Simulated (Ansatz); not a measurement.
**In3C: a trial structure relaxed**

Aim: relax a trial structure of In3C and see where it ends.

Computed with Ansatz 0.2.0 (DFT PBE, scalar-relativistic, plane waves, PAW, unless a step's input says otherwise).

## Step 1: The starting structure

It takes space group Im-3m (No. 229, cubic). The conventional cell has a = 5.665 Å, b = 5.665 Å, c = 5.665 Å, α = 90.00°, β = 90.00°, γ = 90.00°. In (site symmetry 4/mmm) is surrounded by 4 In at 2.83 Å and 2 C at 2.83 Å. C (site symmetry m-3m) is surrounded by 6 In at 2.83 Å.

Structure file:

```cif
data_structure
_symmetry_space_group_name_H-M 'P 1'
_symmetry_Int_Tables_number 1
_cell_length_a 4.9064
_cell_length_b 4.9064
_cell_length_c 4.9064
_cell_angle_alpha 109.471
_cell_angle_beta 109.471
_cell_angle_gamma 109.471
_cell_volume 90.92
loop_
_atom_site_label
_atom_site_type_symbol
_atom_site_fract_x
_atom_site_fract_y
_atom_site_fract_z
_atom_site_occupancy
In1 In 0.00000 0.50000 0.50000 1
In2 In 0.50000 0.00000 0.50000 1
In3 In 0.50000 0.50000 0.00000 1
C1 C 0.00000 0.00000 0.00000 1
```

Recipe of the guess: species swapped into a database cell of Sb3Au (Im-3m, No. 229), with In on the Sb sites and C on the Au sites. Its size is a rough estimate.

## Step 2: A first look at the guess

File input.yaml:

```yaml
crystal:
  lattice:
    - [-2.83271387, 2.83271387, 2.83271387]
    - [2.83271387, -2.83271387, 2.83271387]
    - [2.83271387, 2.83271387, -2.83271387]
  atoms:
    - { symbol: In, position: [0.0, 0.5, 0.5] }
    - { symbol: In, position: [0.5, 0.0, 0.5] }
    - { symbol: In, position: [0.5, 0.5, 0.0] }
    - { symbol: C, position: [0.0, 0.0, 0.0] }
basis:
  ecutwfc: 420
kpoints:
  mp_grid: { grid: [4, 4, 4] }
hamiltonian:
  xc: pbe
scf:
  occupations: { method: gaussian, width: 0.1 }
  lower_state_search: "off"
output:
  forces: true
  stress: true
  eigenvalues: true
```

Started as:

```sh
$ ansatz run input.yaml --threads 1 --pin off --max-ram 2048MiB --backend cpu --events-out ev --progress --plain --runs-dir out
```

Log, cut to the lines that bear on the results:

```text
[...]
SCF converged after 6 iterations
Free energy (F): -17039.432391 eV
[...]
E sigma→0 (E₀):  -17039.426831 eV
Entropy (-TS):   -0.011120 eV (-2.780 meV/atom)
Fermi energy:    8.693421 eV
[...]
--- Forces (eV/Å), atoms counted from 1 ---
  atom   1  In     0.00000000    -0.00000000    -0.00000000
  atom   2  In     0.00000000    -0.00000000     0.00000000
  atom   3  In     0.00000000    -0.00000000    -0.00000000
  atom   4  C     -0.00000000     0.00000000    -0.00000000
[...]
--- Stress (GPa, compression-positive) ---
       -0.291496      -0.000000      -0.000000
        0.000000      -0.291496       0.000000
       -0.000000       0.000000      -0.291496
  P = ⅓ Tr σ = -0.2915 GPa (-2.915 kbar)
--- Band table (eV; the first three rows and the last of 8) ---
  k-point 0: bands = ["-6.2449", "-6.2449", "-5.8833", "-5.8833", "-5.8833", "-5.8062", "-5.3956", "-5.3956", "-5.3956", "-5.2395", "-5.2395", "-5.2395", "-5.1665", "-5.1665", "-4.8537", "-1.4349", "3.1367", "7.5680", "7.5680", "7.5680", "8.4853", "8.4853", "8.4853", "8.7354", "8.7354", "13.9123"]
[...]
```

Run time: 1.6 s. Hardware: 1 thread of Arm Neoverse V2, shared host; peak memory 0.39 GiB.

From the probe: pressure -0.3 GPa, largest force 0.00 eV/Å, gap on this mesh none (metal). The relaxation goes to the converged mesh at once.

## Step 3: Full relaxation

Edit input.yaml of step 2 so:

```diff
@@ -13,3 +13,3 @@
 kpoints:
-  mp_grid: { grid: [4, 4, 4] }
+  mp_grid: { grid: [12, 12, 12] }
 hamiltonian:
@@ -18,3 +18,2 @@
   occupations: { method: gaussian, width: 0.1 }
-  lower_state_search: "off"
 output:
@@ -23 +22,6 @@
   eigenvalues: true
+relax:
+  adjacent_minimum: "off"
+  f_tol: 0.01
+  max_steps: 80
+  cell: { stress_tol: 0.05 }
```

Started as:

```sh
$ ansatz run input.yaml --threads 1 --pin off --max-ram 2048MiB --backend cpu --events-out ev --progress --plain --runs-dir out
```

Log, cut to the lines that bear on the results:

```text
Warning: RAYON_NUM_THREADS=1 ignored (pool sized by the plan → 1); use --threads N
[...]
Pseudopotentials: kind: paw
Pseudopotential: In, paw, valence charge 13, recommended cutoff 420 eV (normal), In.paw.azcp
Pseudopotential: C, paw, valence charge 4, recommended cutoff 420 eV (normal), C.paw.azcp
Functional definition: PBE
[...]
Crystal: 4 atoms, lattice volume = 90.922 Å³
Basis set: ecut = 420 eV, 1745 PW (Γ), exchange–correlation on 72×72×72 points (8 copies of the dense FFT grid, shifted against one another)
Bands: 26, of which v1, the nominal top of the filled ones, is band 22 counted from 1 (21 counted from 0)
Symmetry: 48 space group operations
Space group: Im-3m (ITA 229), of the structure as read, at distance tolerance 4.5e-5 Å
k-points: 72 of 1728
[...]
SCF iter   1: F=—  HF=-17039.302927 eV  |F-HF|=—  |Δ(HF+E_count)|=         —  Δρ=2.24e-3  dr2=1.12e-2  ethr=1.77e-3  ⟨swp⟩=6.0  Hψ=8221  notcnv=0
[...]
--- Stress (GPa, compression-positive) ---
       -0.010281      -0.000000       0.000000
        0.000000      -0.010281      -0.000000
        0.000000      -0.000000      -0.010281
  P = ⅓ Tr σ = -0.0103 GPa (-0.103 kbar)
--- Band table (eV; the first three rows and the last of 72) ---
[... band rows left out ...]
[...]
--- Relaxed structure (3 steps of the walk, 3 accepted, 1 SCFs on fresh bases) ---
  F+E_penalty+E_count = -17039.30293824 eV   max|allowed force component| = 2.047e-29 eV/Å   (the final SCF, on the basis selected at the relaxed cell)
  cell:  # Å, volume = 90.0234 Å³
    - [-2.823352681746387, 2.823352681746387, 2.823352681746387]
    - [2.823352681746387, -2.823352681746387, 2.823352681746387]
    - [2.823352681746387, 2.823352681746387, -2.823352681746387]
  atoms:
    - { symbol: In, position: [2.6674231747986416e-34, 0.5, 0.5] }
    - { symbol: In, position: [0.5, 1.999120915255287e-34, 0.5] }
    - { symbol: In, position: [0.5, 0.5, 9.86297951813357e-35] }
    - { symbol: C, position: [9.516670233106936e-37, -1.0401941888980428e-35, -6.13050617744616e-36] }
```

It took 41 s on 1 thread of Arm Neoverse V2, shared host; peak memory 0.51 GiB.

The steps of the relaxation:

| step | energy from step 1 (eV/cell) | largest force component (eV/Å) | pressure (GPa) | volume (Å³) |
| --- | --- | --- | --- | --- |
| 1 | 0.0000 | 0.0000 | -0.50 | 90.92 |
| 2 | -0.0015 | 0.0000 | 0.43 | 89.27 |
| 3 | -0.0020 | 0.0000 | -0.01 | 90.02 |
| 4 | -0.0014 | 0.0000 | -0.01 | 90.02 |

Step 1 is the start. Step 4 repeats the geometry before it on a plane-wave basis chosen anew for that cell, so its energy need not be comparable with the rows above.

Lengths and angles in the start's conventional setting:

|  | before | after | change |
| --- | --- | --- | --- |
| a (Å) | 5.665 | 5.647 | -0.3 % |
| b (Å) | 5.665 | 5.647 | -0.3 % |
| c (Å) | 5.665 | 5.647 | -0.3 % |
| volume (Å³/atom) | 22.73 | 22.51 | -1.0 % |
| shortest distance (Å) | 2.833 | 2.823 | -0.3 % |
| space group (0.01 Å) | Im-3m | Im-3m | same |

Forces and stress were held to the start's 48 operations: a distortion of lower symmetry was not tested.

## Step 4: Results

| quantity | value |
| --- | --- |
| symmetry at the end (tolerance 0.05 Å) | space group Im-3m (No. 229) |
| conventional cell | a = 5.647 Å, b = 5.647 Å, c = 5.647 Å, α = 90.00°, β = 90.00°, γ = 90.00° |
| volume | 22.51 Å³/atom |
| energy over the elements | +1.30 eV/atom |
| gap on the mesh | none (metal) |

The space group Im-3m (No. 229) is kept, and the volume per atom shrinks by 1.0 % from the first guess. The formation energy is positive, so the separate elements lie lower. No finished test with a distortion of lower symmetry is shown, so the end may be a saddle point.
